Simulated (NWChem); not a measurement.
**C2H5I (iodoethane) at 6 levels**

Aim: a comparison of 6 runs (HF/3-21G, HF/def2-SVP, M06-2X/6-311G**, PBE0/def2-SVP, SVWN5/def2-SVP, MP2/def2-SVP) of C2H5I (iodoethane). 

The calculation is run with NWChem 7.3.0.

## Step 1: Starting point

C2H5I has 8 atoms, charge 0, and is taken as a singlet. SMILES: `CCI`. Geometry: relaxed at PBE0-D4/def2-TZVP.

Bond lengths: C1–C2 1.507 Å, C2–I3 2.149 Å, C1–H4 1.095 Å, C1–H5 1.091 Å, C1–H6 1.091 Å, C2–H7 1.088 Å, C2–H8 1.088 Å. Some angles: C1–C2–I3 112.1°, C1–C2–H7 112.7°, C1–C2–H8 112.7°, I3–C2–H7 104.7°, I3–C2–H8 104.7°, C2–C1–H4 109.4°, C2–C1–H5 111.5°, C2–C1–H6 111.5°, H7–C2–H8 109.2°, H4–C1–H5 108.1°.

## Step 2: Energy and forces at HF/3-21G (run 1)

test.xyz reads:

```xyz
8

C     -0.500190     0.582180    -0.299820
C      0.252650    -0.633920     0.174030
I      2.115470    -0.115950     1.112190
H     -1.438760     0.268350    -0.769010
H      0.074520     1.146430    -1.035610
H     -0.741840     1.250300     0.527990
H      0.528870    -1.300840    -0.639770
H     -0.290720    -1.196550     0.930020
```

test.nw reads:

```
start test
memory total 2200 mb

geometry noautosym nocenter noautoz
  load test.xyz
end

basis spherical bse
  C library 3-21G
  I library 3-21G
  H library 3-21G
end

scf
  thresh 1e-08
  maxiter 80
end

task scf gradient
```

On the command line:

```bash
nwchem test.nw > test.out
```

The log of the run:

```text
[...]
  functions       =    59
[...]
  wavefunction    = RHF
[...]
         Total SCF energy =  -6965.520090549519
      One-electron energy = -10012.298943813770
      Two-electron energy =   2830.858657347733
 Nuclear repulsion energy =    215.920195916517
        Time for solution =      5.1s
[...]
                         RHF ENERGY GRADIENTS
    atom               coordinates                        gradient
                 x          y          z           x          y          z
   1 C      -0.945222   1.100161  -0.566578    0.012005  -0.013054   0.007138
   2 C       0.477439  -1.197935   0.328869    0.004919   0.021343   0.001159
   3 I       3.997659  -0.219114   2.101734   -0.017657  -0.004771  -0.008902
   4 H      -2.718862   0.507108  -1.453218   -0.005033  -0.002151  -0.002486
   5 H       0.140822   2.166439  -1.957019    0.003064   0.003315  -0.004049
   6 H      -1.401874   2.362724   0.997756   -0.001373   0.003878   0.004452
   7 H       0.999419  -2.458231  -1.208990    0.005096  -0.004671  -0.004513
   8 H      -0.549381  -2.261152   1.757483   -0.001020  -0.003889   0.007202
[...]
```

Run time: 7.5 s. Hardware: 1 thread of Intel Xeon Platinum 8223CL at 3.00GHz (Skylake/Cascade Lake), shared host; peak memory 0.1 GiB.

## Step 3: Energy and forces at HF/def2-SVP (core potential) (run 2)

c2h5i.nw reads:

```
start c2h5i
memory stack 880 mb heap 220 mb global 1100 mb
charge 0

geometry noautosym nocenter noautoz
C       -0.500190       0.582180      -0.299820
C        0.252650      -0.633920       0.174030
I        2.115470      -0.115950       1.112190
H       -1.438760       0.268350      -0.769010
H        0.074520       1.146430      -1.035610
H       -0.741840       1.250300       0.527990
H        0.528870      -1.300840      -0.639770
H       -0.290720      -1.196550       0.930020
end

basis spherical bse
* library def2-SVP
end

ecp bse
I library def2-SVP
end

scf
thresh 1e-08
maxiter 80
end

task scf gradient
```

On the command line:

```bash
nwchem c2h5i.nw > c2h5i.out
```

The log of the run:

```text
[...]
  functions       =    79
[...]
  wavefunction    = RHF
[...]
         Total SCF energy =   -375.241120843588
      One-electron energy =   -864.172511407135
      Two-electron energy =    367.572259559870
 Nuclear repulsion energy =    121.359131003676
        Time for solution =     13.5s
[...]
                         RHF ENERGY GRADIENTS
    atom               coordinates                        gradient
                 x          y          z           x          y          z
   1 C      -0.945222   1.100161  -0.566578    0.004578  -0.004298   0.002678
   2 C       0.477439  -1.197935   0.328869    0.001653   0.006354   0.000450
   3 I       3.997659  -0.219114   2.101734   -0.007292  -0.001167  -0.003730
   4 H      -2.718862   0.507108  -1.453218   -0.001055  -0.000308  -0.000531
   5 H       0.140822   2.166439  -1.957019    0.000664   0.000485  -0.000488
   6 H      -1.401874   2.362724   0.997756    0.000009   0.000567   0.000767
   7 H       0.999419  -2.458231  -1.208990    0.001503  -0.000919  -0.001070
   8 H      -0.549381  -2.261152   1.757483   -0.000060  -0.000715   0.001925
[...]
```

It took 17 s on 1 thread of Intel Xeon Platinum 8223CL at 3.00GHz (Skylake/Cascade Lake), shared host; peak memory 0.1 GiB.

## Step 4: Energy and gradient at M06-2X/6-311G(d,p) (run 3)

c2h5i.xyz reads:

```xyz
8
C2H5I gradient
C     -0.500190     0.582180    -0.299820
C      0.252650    -0.633920     0.174030
I      2.115470    -0.115950     1.112190
H     -1.438760     0.268350    -0.769010
H      0.074520     1.146430    -1.035610
H     -0.741840     1.250300     0.527990
H      0.528870    -1.300840    -0.639770
H     -0.290720    -1.196550     0.930020
```

run.py reads:

```python
from ase.io import read
from ase.calculators.nwchem import NWChem

atoms = read('c2h5i.xyz')

calc = NWChem(
    label='c2h5i',
    theory='dft',
    memory='2200 mb',
    basis='6-311G**',
    basispar='spherical bse',
    dft={'xc': 'm06-2x', 'mult': '1', 'grid': 'fine', 'convergence': 'energy 1e-08', 'iterations': '100', 'mulliken': None, 'print': 'low'},
)
atoms.calc = calc

forces = atoms.get_forces()
e = atoms.get_potential_energy()
print(f"E = {e:.6f} eV")
print("forces (eV/A):")
for s, f in zip(atoms.symbols, forces):
    print(f"{s:2s} {f[0]:10.5f} {f[1]:10.5f} {f[2]:10.5f}")
```

On the command line:

```bash
export ASE_NWCHEM_COMMAND="nwchem PREFIX.nwi > PREFIX.nwo"
python run.py
```

The log of the run:

```text
E = -190455.702366 eV
forces (eV/A):
C    -0.20816    0.22708   -0.12393
C    -0.04417   -0.32668   -0.00180
I     0.26765    0.08418    0.13416
H     0.03507    0.00458    0.01805
H     0.00365   -0.01820    0.01733
H     0.01522   -0.01959   -0.00489
H    -0.05168    0.02659    0.01322
H    -0.01753    0.02206   -0.05219
```

The calculator wrote c2h5i.nwi:

```
title "c2h5i"

permanent_dir c2h5i

scratch_dir c2h5i

start c2h5i

geometry units angstrom nocenter noautosym noautoz
  C  -5.0019000000000002e-01 5.8218000000000003e-01 -2.9981999999999998e-01
  C  2.5264999999999999e-01 -6.3392000000000004e-01 1.7402999999999999e-01
  I  2.1154700000000002e+00 -1.1595000000000000e-01 1.1121900000000000e+00
  H  -1.4387600000000000e+00 2.6834999999999998e-01 -7.6900999999999997e-01
  H  7.4520000000000003e-02 1.1464300000000001e+00 -1.0356099999999999e+00
  H  -7.4184000000000005e-01 1.2503000000000000e+00 5.2798999999999996e-01
  H  5.2886999999999995e-01 -1.3008400000000000e+00 -6.3976999999999995e-01
  H  -2.9071999999999998e-01 -1.1965500000000000e+00 9.3001999999999996e-01
end

memory 2200 mb

basis spherical bse noprint
   * library 6-311G**
end

dft
  xc m06-2x
  mult 1
  grid fine
  convergence energy 1e-08
  iterations 100
  mulliken
  print low
end

task dft gradient
```

c2h5i.nwo:

```text
Northwest Computational Chemistry Package (NWChem) 7.3.0
             --------------------------------------------------------

           Job information
           ---------------

    nwchem branch   = 7.3.0
    use scalapack   = T
    input           = c2h5i.nwi
    prefix          = c2h5i.
    data base       = c2h5i/c2h5i.db
    status          = startup
    nproc           =        1

           Memory information
           ------------------

[... 5 lines left out ...]
    hardfail = no
[... 38 lines left out ...]
            Nuclear Dipole moment (a.u.)
[... 91 lines left out ...]
         Total DFT energy =    -6999.118023433322
[... 1 line left out ...]
           Coulomb energy =     3020.707871280904
[... 1 line left out ...]
 Nuclear repulsion energy =      215.920195916517
[... 29 lines left out ...]
                         DFT ENERGY GRADIENTS

    atom               coordinates                        gradient
                 x          y          z           x          y          z
   1 C      -0.945222   1.100161  -0.566578    0.004048  -0.004416   0.002410
   2 C       0.477439  -1.197935   0.328869    0.000859   0.006353   0.000035
   3 I       3.997659  -0.219114   2.101734   -0.005205  -0.001637  -0.002609
[... 4 lines of this table left out ...]
   8 H      -0.549381  -2.261152   1.757483    0.000341  -0.000429   0.001015

 Task  times  cpu:       51.2s     wall:       51.2s
 Total times  cpu:       51.2s     wall:       51.2s
```

Run time: 53 s. Hardware: 1 thread of Intel Xeon Platinum 8223CL at 3.00GHz (Skylake/Cascade Lake), shared host; peak memory 0.14 GiB.

Runs 4 to 5 aren't shown in full; the table further down has their settings and results.

## Step 5: Energy and gradient at MP2/def2-SVP (core potential) (run 6)

a.xyz reads:

```xyz
8
C2H5I
C     -0.500190     0.582180    -0.299820
C      0.252650    -0.633920     0.174030
I      2.115470    -0.115950     1.112190
H     -1.438760     0.268350    -0.769010
H      0.074520     1.146430    -1.035610
H     -0.741840     1.250300     0.527990
H      0.528870    -1.300840    -0.639770
H     -0.290720    -1.196550     0.930020
```

a.nw reads:

```
start a
title "C2H5I"
memory 2200 mb
charge 0
geometry units angstrom noautosym nocenter noautoz
   load format xyz a.xyz
end
basis "ao basis" spherical bse
   * library def2-SVP
end
ecp bse
   I library def2-SVP
end
scf
   singlet
   rhf
   thresh 1e-08
   maxiter 80
   print low
end
mp2
   freeze core 6
   tight
end
task mp2 gradient
```

On the command line:

```bash
nwchem a.nw > a.out
```

The log of the run:

```text
[...]
  functions       =    79
[...]
  wavefunction    = RHF
[...]
         Total SCF energy =   -375.241120843039
      One-electron energy =   -864.172511405772
      Two-electron energy =    367.572259559057
 Nuclear repulsion energy =    121.359131003676
        Time for solution =     12.4s
[...]
          Total MP2 energy          -375.654465597935
[...]
                         mp2 ENERGY GRADIENTS
    atom               coordinates                        gradient
                 x          y          z           x          y          z
   1 C      -0.945222   1.100161  -0.566578    0.002037   0.001278   0.000981
   2 C       0.477439  -1.197935   0.328869   -0.003054  -0.003221  -0.001372
   3 I       3.997659  -0.219114   2.101734   -0.004940  -0.001209  -0.002499
   4 H      -2.718862   0.507108  -1.453218    0.003596   0.001103   0.001803
   5 H       0.140822   2.166439  -1.957019   -0.002813  -0.002423   0.003243
   6 H      -1.401874   2.362724   0.997756    0.000910  -0.002898  -0.003886
   7 H       0.999419  -2.458231  -1.208990   -0.000078   0.003964   0.005096
   8 H      -0.549381  -2.261152   1.757483    0.004341   0.003406  -0.003367
[...]
```

Run time: 35 s. Hardware: 1 thread of Intel Xeon Platinum 8223CL at 3.00GHz (Skylake/Cascade Lake), shared host; peak memory 0.25 GiB.

## Step 6: The series

```csv
run,level,core potential,iteration cap,energy (Eh),dipole moment (D),HOMO energy (eV),LUMO energy (eV),wall time
1,HF/3-21G,–,80,-6965.520091,2.20,-9.53,3.38,7.5 s
2,HF/def2-SVP (core potential),def2-SVP,80,-375.241121,2.17,-9.68,3.09,17 s
3,M06-2X/6-311G**,–,100,-6999.118023,–,–,–,53 s
4,PBE0/def2-SVP (core potential),def2-SVP,100,-376.777903,1.94,-7.12,-0.52,41 s
5,SVWN5/def2-SVP (core potential),def2-SVP,100,-375.688677,1.91,-6.04,-1.62,21 s
6,MP2/def2-SVP (core potential),def2-SVP,80,-375.654466,1.85,–,–,35 s
```

## Step 7: Outcome

```
                                                      quantity          value
                                           run 6: total energy  -375.65447 Eh
run 6: dipole moment (of the density that the program reports)         1.85 D
            run 6: correlation energy (6 core orbitals frozen)     -413.3 mEh
                               run 6: largest force on an atom     0.332 eV/Å
```

What this shows: Over runs 1, 2, 4, 5, 6 the dipole moment (its size) runs from 1.85 D (MP2/def2-SVP) to 2.20 D (HF/3-21G). The two ends differ in method and basis and core potential. Over runs 1, 2, 4, 5 the HOMO–LUMO gap runs from 4.42 eV (SVWN5/def2-SVP) to 12.91 eV (HF/3-21G). Totals of different functionals can't be ranked against each other. Some runs of one species differ in core potentials or relativity; totals across that change don't compare. In runs 1, 3 relativity is left out where basis or elements ask for it. All runs together took 2.9 min, the longest 53 s.
